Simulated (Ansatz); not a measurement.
# BH9Si2Sn: up Jacob's ladder to CCSD(T)

The task here is to estimate one member of a computed series from the others.

Method: functionals in def2-TZVPP, the program's frozen cores in correlated methods; program: Ansatz 0.2.0, Gaussian basis.

Levels to be run: LDA (SPW92), PBE-D4, revPBE-D4, BLYP-D4, r2SCAN-D4, B97M-V, PBE0-D4, B3LYP-D4, r2SCANh-D4, r2SCAN0-D4, HSE06-D4, BHLYP-D4, CAM-B3LYP-D4, LC-ωPBE, ωB97X-V, ωB97M-V, B2PLYP, PBE-QIDH; CCSD(T)/def2-SVP; CCSD(T)/def2-TZVPP; MP2/def2-QZVPP; extrapolation to the limit; RPA on PBE.

## The geometry

All runs share one geometry, relaxed beforehand with PBE0-D4 in a triple-zeta def2 set. Sn takes the def2 core potential; no spin-orbit term is included.

SMILES `[BH2][SnH2][SiH2][SiH3]`, 13 atoms, charge 0, spin multiplicity 1.

Atoms are counted from 1 here; the program's logs count them from 0.

Bond lengths: B1–Sn2 2.234 Å, B1–H5 1.194 Å, B1–H6 1.194 Å, Sn2–Si3 2.578 Å, Sn2–H7 1.710 Å, Sn2–H8 1.711 Å, Si3–Si4 2.335 Å, Si3–H9 1.489 Å, Si3–H10 1.490 Å, Si4–H11 1.488 Å, Si4–H12 1.488 Å, Si4–H13 1.489 Å. Angles: Sn2–B1–H5 120.4°, Sn2–B1–H6 120.9°, H5–B1–H6 118.6°, B1–Sn2–Si3 106.7°, B1–Sn2–H7 113.8°, B1–Sn2–H8 113.0°, Si3–Sn2–H7 108.3°, Si3–Sn2–H8 107.1°, H7–Sn2–H8 107.6°, Sn2–Si3–Si4 109.5°, Sn2–Si3–H9 110.0°, Sn2–Si3–H10 109.1°, Si4–Si3–H9 110.6°, Si4–Si3–H10 109.4°, H9–Si3–H10 108.1°, Si3–Si4–H11 112.3°, Si3–Si4–H12 109.9°, Si3–Si4–H13 108.8° and more.

The first run:

in.yaml reads:

```yaml
crystal:
  periodic: [false, false, false]
  atoms:
    - {symbol: B, position_ang: [-0.575170, 2.459632, -0.239581]}
    - {symbol: Sn, position_ang: [1.203646, 1.175040, -0.660138]}
    - {symbol: Si, position_ang: [0.877815, -1.001078, 0.682350]}
    - {symbol: Si, position_ang: [-1.218563, -1.909788, 0.200132]}
    - {symbol: H, position_ang: [-1.571095, 2.342667, -0.887812]}
    - {symbol: H, position_ang: [-0.575153, 3.225543, 0.676272]}
    - {symbol: H, position_ang: [2.690704, 1.878757, -0.192165]}
    - {symbol: H, position_ang: [1.336580, 0.735761, -2.308389]}
    - {symbol: H, position_ang: [1.957684, -1.971543, 0.350248]}
    - {symbol: H, position_ang: [0.961705, -0.693754, 2.137908]}
    - {symbol: H, position_ang: [-1.478979, -3.164035, 0.956905]}
    - {symbol: H, position_ang: [-1.321912, -2.198855, -1.255545]}
    - {symbol: H, position_ang: [-2.266761, -0.913146, 0.554614]}
basis:
  gaussian: {orbitals: def2-TZVPP}
hamiltonian: {xc: lda}
output: {orbitals: {seedname: orbitals}}
```

Among the steps run: LDA; PBE-D4 (GGA); revPBE-D4 (GGA); BLYP-D4 (GGA); r2SCAN-D4 (meta-GGA); B97M-V (meta-GGA); PBE0-D4 (hybrid); B3LYP-D4 (hybrid); r2SCANh-D4 (hybrid); r2SCAN0-D4 (hybrid); HSE06-D4 (hybrid); BHLYP-D4 (hybrid); CAM-B3LYP-D4 (range-separated); LC-ωPBE (range-separated); ωB97X-V (range-separated); ωB97M-V (range-separated); B2PLYP (double hybrid); PBE-QIDH (double hybrid).

One of the session's tables, all rows but one given; the rest of the session is left out.

It belongs to the step «Orbital energies across the functionals». 

| functional | HOMO (eV) | LUMO (eV) | gap (eV) |
| --- | --- | --- | --- |
| LDA (SPW92) | -6.65 | -3.78 | 2.87 |
| PBE-D4 | -6.52 | -3.52 | 3.00 |
| revPBE-D4 | -6.47 | -3.41 | 3.06 |
| BLYP-D4 | -6.35 | -3.34 | 3.01 |
| r2SCAN-D4 | -6.74 | -3.21 | 3.53 |
| B97M-V | ? | ? | ? |
| PBE0-D4 | -7.48 | -2.58 | 4.91 |
| B3LYP-D4 | -7.28 | -2.76 | 4.52 |
| r2SCANh-D4 | -7.09 | -2.88 | 4.21 |
| r2SCAN0-D4 | -7.62 | -2.40 | 5.22 |
| HSE06-D4 | -7.10 | -2.95 | 4.15 |
| BHLYP-D4 | -8.31 | -1.54 | 6.77 |
| CAM-B3LYP-D4 | -8.64 | -1.48 | 7.16 |
| LC-ωPBE | -9.89 | -0.32 | 9.57 |
| ωB97X-V | -9.58 | -0.44 | 9.14 |
| ωB97M-V | -9.40 | -0.70 | 8.70 |

Q: Estimate the row for B97M-V from the others.

**Answer.** HOMO (eV): -6.83; LUMO (eV): -3.35; gap (eV): 3.48. In the column «HOMO (eV)» it lies between r2SCANh-D4 (-7.09) and r2SCAN-D4 (-6.74).
